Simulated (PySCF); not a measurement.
# GeH6OSi: the cost of one run

Computed with PySCF 2.14.0, with density-fitted response routines of our own, on a single molecule, in the gas phase or a continuum. Atoms count from 0, in the outputs and in this text.

### 1 Starting geometry

9 atoms, charge 0, multiplicity 1; geometry from: GFN2-xTB. The atoms were then displaced at random by about 0.01 Å, so the start is not that level's minimum.

Bonds of the start (Å): Si0–O1 1.65, O1–Ge2 1.74, Si0–H3 1.44, Si0–H4 1.47, Si0–H5 1.47, Ge2–H6 1.50, Ge2–H7 1.48, Ge2–H8 1.52.

### 2 Geometry optimisation at PBE0-D3(BJ)/def2-SVP

Job settings and geometry (Å):

```
{"job": {"xc": "PBE0", "basis": "def2-SVP", "d3": "d3bj", "grid": 1, "shake": 0.01, "kind": "geom"}, "charge": 0, "multiplicity": 1}
Si     1.603040     0.140010     0.288230
O      0.084790     0.230710    -0.363650
Ge    -1.611240    -0.151190    -0.235870
H      1.996620    -1.235410     0.457260
H      2.391010     0.843650    -0.727320
H      1.573640     0.856800     1.575440
H     -1.702820    -1.644400    -0.143750
H     -2.161800     0.419520    -1.488010
H     -2.115430     0.523160     1.031170
```

Run with:

```console
OMP_NUM_THREADS=1 python probes_run.py task.json out
```

One launch serves the whole session: the jobs run in the order shown.

Q: Estimate the wall time and peak memory of this first job on 1 thread of Arm Neoverse V1, shared host.

About 23 s, with a peak of 0.39 GiB.
